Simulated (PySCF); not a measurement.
# MgSe: the cost of one run

Method: each script names its method and basis; program: PySCF 2.14.0.

5 further runs of the same task are left out: 5 that didn't finish.

### Step 1. The system as given

MgSe: 2 atoms, charge 0, spin multiplicity 1.

Bond lengths: Mg1–Se2 2.412 Å.

### Step 2. Base script

input.py reads:

```python
from pyscf import gto, scf
from pyscf.hessian import thermo

mol = gto.M(
    atom='Mg 0 0 0; Se 0 0 2.412',
    basis='6-31g',
    charge=0,
    spin=0,
    symmetry=True,
    verbose=4,
)
mf = scf.RHF(mol)
mf.kernel()
hess = mf.Hessian().kernel()
print('wavenumber (cm^-1) =', thermo.harmonic_analysis(mol, hess)['freq_wavenumber'].round(1))
mf.dip_moment()
print('orbital energies (hartree):', mf.mo_energy[..., max(0, mol.nelec[1]-3):mol.nelec[0]+3].round(4))
```

Command:

```
OMP_NUM_THREADS=1 python input.py
```

What time and memory should one allow on 1 thread of Arm Neoverse V1, shared host?

About 18 s, with a peak of 0.12 GiB.
